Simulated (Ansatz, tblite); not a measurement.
**The cluster Ge6H8: a ladder of methods and basis sets**

Aim: run the singlet of the cluster Ge6H8 at one geometry on many levels, and compare frontier levels, spin and run time.

Computed with Ansatz 0.2.0, Gaussian basis. Level: as each input shows.

Levels to be run: GFN1-xTB, GFN2-xTB, PBE-D4/def2-TZVP, r2SCAN-D4/def2-TZVP, LDA/def2-TZVP, B97M-V/def2-TZVP, revPBE-D4/def2-TZVP, PBE-D4/def2-SVP, PBE0-D4/def2-SVP, HF/6-31G, B3LYP-D4/6-31G, PBE0-D4/def2-TZVPD, PBE-D4/def2-TZVPD, LDA/def2-TZVPD, MP2/def2-SVP, RPA/def2-SVP.

2 further runs of the same task are left out: 2 set aside as unsound or not needed.

## 1. The structure

The singlet was relaxed beforehand with PBE0-D4/def2-SVP. At that level it is the lowest of the isomers that a small search found.

14 atoms, charge 0, spin multiplicity 1.

Bond lengths: Ge1–Ge5 2.622 Å, Ge1–Ge6 2.535 Å, Ge1–H9 1.602 Å, Ge2–Ge3 2.450 Å, Ge2–Ge4 2.493 Å, Ge2–H11 1.568 Å, Ge3–Ge5 2.570 Å, Ge3–Ge6 2.392 Å, Ge3–H7 1.556 Å, Ge4–Ge5 2.386 Å, Ge4–H8 1.535 Å, Ge4–H13 1.537 Å, Ge5–H10 1.548 Å, Ge6–H12 1.542 Å, Ge6–H14 1.539 Å. Angles: Ge5–Ge1–Ge6 95.5°, Ge5–Ge1–H9 78.0°, Ge6–Ge1–H9 83.2°, Ge3–Ge2–Ge4 93.0°, Ge3–Ge2–H11 104.7°, Ge4–Ge2–H11 102.9°, Ge2–Ge3–Ge5 73.4°, Ge2–Ge3–Ge6 152.6°, Ge2–Ge3–H7 103.3°, Ge5–Ge3–Ge6 100.5°, Ge5–Ge3–H7 95.9°, Ge6–Ge3–H7 103.9°, Ge2–Ge4–Ge5 75.9°, Ge2–Ge4–H8 111.5°, Ge2–Ge4–H13 118.2°, Ge5–Ge4–H8 115.5°, Ge5–Ge4–H13 118.9°, H8–Ge4–H13 112.2° and more.

PBE0-D4/def2-TZVP was run before; its log isn't repeated, and its numbers join the tables.

## 2. GFN1-xTB

Tight binding, by tblite at 300 K electronic temperature and without a spin-polarisation term:

```python
tblite.interface.Calculator('GFN1-xTB', numbers, positions, charge=0, uhf=0).singlepoint()
```

Energy -389.7179 eV, HOMO -10.74 eV, LUMO -8.94 eV; 0.031 s.

## 3. GFN2-xTB

Tight binding, by tblite at 300 K electronic temperature and without a spin-polarisation term:

```python
tblite.interface.Calculator('GFN2-xTB', numbers, positions, charge=0, uhf=0).singlepoint()
```

Energy -426.4093 eV, HOMO -9.49 eV, LUMO -7.34 eV; 0.024 s.

## 4. PBE-D4/def2-TZVP

start.molden holds the orbitals of an earlier run on this state, given as this run's starting guess.

Contents of in.yaml:

```yaml
crystal:
  periodic: [false, false, false]
  atoms:
    - {symbol: Ge, position_ang: [-1.028691, -2.324712, 0.461731]}
    - {symbol: Ge, position_ang: [0.979912, 2.194718, -0.364179]}
    - {symbol: Ge, position_ang: [1.251139, -0.163594, 0.240516]}
    - {symbol: Ge, position_ang: [-1.142399, 2.416384, 0.924959]}
    - {symbol: Ge, position_ang: [-1.272009, 0.237809, -0.038685]}
    - {symbol: Ge, position_ang: [1.385770, -2.491156, -0.293363]}
    - {symbol: H, position_ang: [1.246015, -0.136043, 1.796094]}
    - {symbol: H, position_ang: [-0.881663, 2.454643, 2.437229]}
    - {symbol: H, position_ang: [-1.322924, -2.318576, -1.113420]}
    - {symbol: H, position_ang: [-1.662292, 0.438814, -1.523022]}
    - {symbol: H, position_ang: [0.484421, 2.168287, -1.851963]}
    - {symbol: H, position_ang: [2.436306, -3.162519, 0.613871]}
    - {symbol: H, position_ang: [-2.152702, 3.486358, 0.482161]}
    - {symbol: H, position_ang: [1.679127, -2.800433, -1.771951]}
basis:
  gaussian: {orbitals: def2-TZVP, initial_orbitals: start.molden}
hamiltonian: {xc: pbe, dispersion: d4}
scf: {omitted_lower_state_checks: [starts]}
output: {forces: true, orbitals: {seedname: orbitals}}
```

On the command line:

```
$ ansatz run in.yaml --threads 4 --pin off --events-out ev --progress --plain --max-ram 8704MiB
```

Further steps of the session: r2SCAN-D4/def2-TZVP; LDA/def2-TZVP; B97M-V/def2-TZVP; revPBE-D4/def2-TZVP; PBE-D4/def2-SVP; PBE0-D4/def2-SVP; HF/6-31G; B3LYP-D4/6-31G; PBE0-D4/def2-TZVPD; PBE-D4/def2-TZVPD; LDA/def2-TZVPD; MP2/def2-SVP; RPA/def2-SVP.

Before running them: what should the planned runs give, taken together? Wanted: gap in def2-TZVP, named functionals, smallest and largest; correlation energy, MP2/def2-SVP; binding an atom, functionals in def2-TZVP; PBE0 total energy, smallest basis above largest.

**Answer**, as computed:

| quantity | value |
| --- | --- |
| gap in def2-TZVP, named functionals, smallest and largest | 2.19 eV (LDA), 3.47 eV (PBE0-D4) |
| correlation energy, MP2/def2-SVP | -38.01 eV |
| binding an atom, functionals in def2-TZVP | 2.62 (revPBE-D4) to 3.11 eV (LDA) |
| PBE0 total energy, smallest basis above largest | 42.79 eV (def2-SVP, def2-TZVPD) |

In words: Orbital gaps of the named functionals in def2-TZVP span 2.19 eV (LDA) to 3.47 eV (PBE0-D4); exact exchange widens it.
